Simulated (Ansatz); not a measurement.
# Alloy of LiF and NaF (6 of 32 Li sites exchanged), 64 atoms

Aim: relax the alloy cell and compare the gap by PBEsol.

All numbers are computed with Ansatz 0.2.0 (PAW, plane waves).

### Step 1. The starting cell

64 atoms (32 F, 26 Li, 6 Na); a = 8.252 Å, b = 8.252 Å, c = 8.252 Å, α = 90.00°, β = 90.00°, γ = 90.00°. All atoms were shaken off their sites by about 0.02 Å along each axis.

Plan of the steps: (2) PBEsol cell relaxation at the single k point (¼, ¼, ¼), on 1 × NVIDIA GB300 Max-Q with 8 threads of Arm Neoverse-V2.

### Step 2. Relaxing cell and atoms with PBEsol

The input, in.yaml:

```yaml
crystal:
  lattice:
    - [8.251700, 0.000000, 0.000000]
    - [0.000000, 8.251700, 0.000000]
    - [0.000000, 0.000000, 8.251700]
  atoms:
    - { symbol: F, position: [0.250093, 0.999750, 0.000283] }
    - { symbol: F, position: [0.254953, 0.997327, 0.496385] }
    - { symbol: F, position: [0.252181, 0.502697, 0.995232] }
    - { symbol: F, position: [0.247632, 0.497799, 0.498168] }
    - { symbol: F, position: [0.748971, 0.001660, 0.002581] }
    - { symbol: F, position: [0.747686, 0.994683, 0.499761] }
    - { symbol: F, position: [0.752834, 0.503435, 0.002912] }
    - { symbol: F, position: [0.753670, 0.496215, 0.495665] }
    - { symbol: F, position: [0.999549, 0.246879, 0.004058] }
    - { symbol: F, position: [0.000093, 0.248596, 0.499599] }
    - { symbol: F, position: [0.998954, 0.751722, 0.998936] }
    - { symbol: F, position: [0.999701, 0.751978, 0.498999] }
    - { symbol: F, position: [0.497091, 0.252977, 0.998544] }
    - { symbol: F, position: [0.502449, 0.249264, 0.498553] }
    - { symbol: F, position: [0.496967, 0.752068, 0.996860] }
    - { symbol: F, position: [0.496593, 0.752925, 0.498820] }
    - { symbol: F, position: [0.995229, 0.003625, 0.252907] }
    - { symbol: F, position: [0.999991, 0.999249, 0.750368] }
    - { symbol: F, position: [0.997808, 0.497086, 0.248507] }
    - { symbol: F, position: [0.002729, 0.501068, 0.749330] }
    - { symbol: F, position: [0.499692, 0.003766, 0.252052] }
    - { symbol: F, position: [0.500740, 0.000760, 0.748201] }
    - { symbol: F, position: [0.496747, 0.500328, 0.244771] }
    - { symbol: F, position: [0.501698, 0.498938, 0.749411] }
    - { symbol: F, position: [0.252418, 0.247968, 0.244990] }
    - { symbol: F, position: [0.251782, 0.247310, 0.748462] }
    - { symbol: F, position: [0.248210, 0.750499, 0.248581] }
    - { symbol: F, position: [0.250253, 0.751442, 0.748321] }
    - { symbol: F, position: [0.751729, 0.250672, 0.252473] }
    - { symbol: F, position: [0.749869, 0.253367, 0.745699] }
    - { symbol: F, position: [0.748883, 0.749075, 0.250394] }
    - { symbol: F, position: [0.750444, 0.746372, 0.745895] }
    - { symbol: Li, position: [0.999771, 0.001504, 0.997872] }
    - { symbol: Li, position: [0.997120, 0.000842, 0.497995] }
    - { symbol: Li, position: [0.001151, 0.501660, 0.001783] }
    - { symbol: Li, position: [0.000601, 0.502219, 0.498231] }
    - { symbol: Li, position: [0.501907, 0.500812, 0.997155] }
    - { symbol: Li, position: [0.500293, 0.495434, 0.499737] }
    - { symbol: Li, position: [0.250026, 0.249677, 0.998062] }
    - { symbol: Li, position: [0.252894, 0.249767, 0.498411] }
    - { symbol: Li, position: [0.249543, 0.748420, 0.000104] }
    - { symbol: Li, position: [0.248034, 0.748250, 0.497776] }
    - { symbol: Li, position: [0.747128, 0.248807, 0.999372] }
    - { symbol: Li, position: [0.750847, 0.249173, 0.499475] }
    - { symbol: Li, position: [0.746710, 0.746294, 0.002964] }
    - { symbol: Li, position: [0.751776, 0.749689, 0.498080] }
    - { symbol: Li, position: [0.249655, 0.997608, 0.247274] }
    - { symbol: Li, position: [0.249375, 0.003189, 0.753853] }
    - { symbol: Li, position: [0.250599, 0.498248, 0.251417] }
    - { symbol: Li, position: [0.247540, 0.499376, 0.751387] }
    - { symbol: Li, position: [0.746151, 0.000356, 0.253730] }
    - { symbol: Li, position: [0.746421, 0.001299, 0.750202] }
    - { symbol: Li, position: [0.750316, 0.504279, 0.252510] }
    - { symbol: Li, position: [0.751416, 0.501853, 0.752480] }
    - { symbol: Li, position: [0.499975, 0.244643, 0.245833] }
    - { symbol: Li, position: [0.501760, 0.245271, 0.751096] }
    - { symbol: Li, position: [0.504631, 0.752285, 0.249506] }
    - { symbol: Li, position: [0.499592, 0.747946, 0.749427] }
    - { symbol: Na, position: [0.497265, 0.001098, 0.999330] }
    - { symbol: Na, position: [0.500364, 0.000414, 0.498301] }
    - { symbol: Na, position: [0.996933, 0.249186, 0.245742] }
    - { symbol: Na, position: [0.003357, 0.249504, 0.747495] }
    - { symbol: Na, position: [0.002235, 0.751224, 0.248758] }
    - { symbol: Na, position: [0.002076, 0.746960, 0.747255] }
  symmetry: { detect: false }
kpoints:
  mp_grid: { grid: [1, 1, 1], shift: [0.25, 0.25, 0.25] }
hamiltonian:
  xc: pbesol
scf:
  occupations: { method: fermi_dirac, width: 0.01 }
relax:
  f_tol: 0.03
  max_steps: 80
  escape_saddle: false
  adjacent_minimum: "off"
  cell: { fix: [shape] }
output:
  forces: true
  eigenvalues: true
  populations: true
```

Command:

```
ansatz run in.yaml --threads 8 --pin off --max-ram 118750MiB --runs-dir r --events-out ev --progress --plain --backend cuda --devices 0,
```

What does the calculation give? Wanted: for each run, top filled to lowest empty.

**Answer**, as computed:

```
             level         time  top filled to lowest empty (eV)
PBEsol, relaxation  6.5 s (GPU)                             8.57
```

| quantity | value |
| --- | --- |
| relaxation | 7 recorded steps, 1.46 eV gained |
| largest shift | 0.18 Å (F2) |
| relaxed cell | a = 8.325 Å, b = 8.325 Å, c = 8.325 Å, α = 90.00°, β = 90.00°, γ = 90.00° |
| mean bonds | F–Li 2.068, F–Na 2.144 Å |

**Reading.** The relaxation lowers the energy by 1.46 eV; the largest shift is 0.18 Å (F2), while the volume changes by +2.7 %. The mean lengths of the listed bonds run from F–Li 2.07 Å to F–Na 2.14 Å. With one k point the spacing samples only the states that fold onto it, so it can exceed the gap over the zone.
